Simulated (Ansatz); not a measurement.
# AlH₃OSe (SMILES [AlH2][O][SeH]): one structure at several levels

An exercise on one series of results from a longer session: the logs are not shown, and one member is left open.

Method: single points in def2-TZVPP; program: Ansatz 0.2.0, Gaussian basis.

Correlated methods freeze the cores. Filled d shells of the heavier atoms are correlated.

## The system as given

SMILES `[AlH2][O][SeH]`, 6 atoms, charge 0, spin multiplicity 1.

Atoms are counted from 1 here; the program's logs count them from 0.

Bond lengths: Al1–O2 1.700 Å, Al1–H4 1.540 Å, Al1–H5 1.562 Å, O2–Se3 1.817 Å, Se3–H6 1.488 Å. Angles: O2–Al1–H4 119.7°, O2–Al1–H5 117.0°, H4–Al1–H5 123.3°, Al1–O2–Se3 178.1°, O2–Se3–H6 93.3°.

Coordinates:

```xyz
6
AlH3OSe
Al   -1.11600   -0.08500   -0.57300
O     0.28170   -0.20160    0.38690
Se    1.76130   -0.38150    1.42670
H    -1.92960   -1.35260   -0.89250
H    -1.50230    1.33610   -1.09460
H     2.48500    0.72090    0.73790
```

The first run:

Contents of run/in.yaml:

```yaml
crystal:
  periodic: [false, false, false]
  atoms:
    - {symbol: Al, position_ang: [-1.116000, -0.085000, -0.573000]}
    - {symbol: O, position_ang: [0.281700, -0.201600, 0.386900]}
    - {symbol: Se, position_ang: [1.761300, -0.381500, 1.426700]}
    - {symbol: H, position_ang: [-1.929600, -1.352600, -0.892500]}
    - {symbol: H, position_ang: [-1.502300, 1.336100, -1.094600]}
    - {symbol: H, position_ang: [2.485000, 0.720900, 0.737900]}
basis:
  gaussian: {orbitals: def2-TZVPP}
correlation: {method: ccsd_t}
output: {forces: true}
```

No record of the launch command was kept for these runs.

Steps of the session up to this table: CCSD(T)/def2-TZVPP; PBE0-D4/def2-TZVPP; wB97M-V/def2-TZVPP; r2SCAN-D4/def2-TZVPP; PBE-D4/def2-TZVPP; BLYP-D4/def2-TZVPP; wB97X-V/def2-TZVPP.

One of the session's tables, all rows but one given; the rest of the session is left out.

| method | RMS force component (eV/Å) | angle to CCSD(T) forces (°) | dipole (D) |
| --- | --- | --- | --- |
| CCSD(T) | 0.476 | reference | 0.67 |
| PBE0-D4 | ? | ? | ? |
| wB97M-V | 0.470 | 5.6 | 0.66 |
| r2SCAN-D4 | 0.452 | 6.7 | 0.59 |
| PBE-D4 | 0.363 | 23.3 | 0.59 |
| BLYP-D4 | 0.261 | 33.2 | 0.61 |
| wB97X-V | 0.522 | 3.1 | 0.66 |

Estimate the missing values for PBE0-D4.

The run gave: RMS force component (eV/Å): 0.521; angle to CCSD(T) forces (°): 6.5; dipole (D): 0.59. In the column «RMS force component (eV/Å)» it lies between CCSD(T) (0.476) and wB97X-V (0.522).
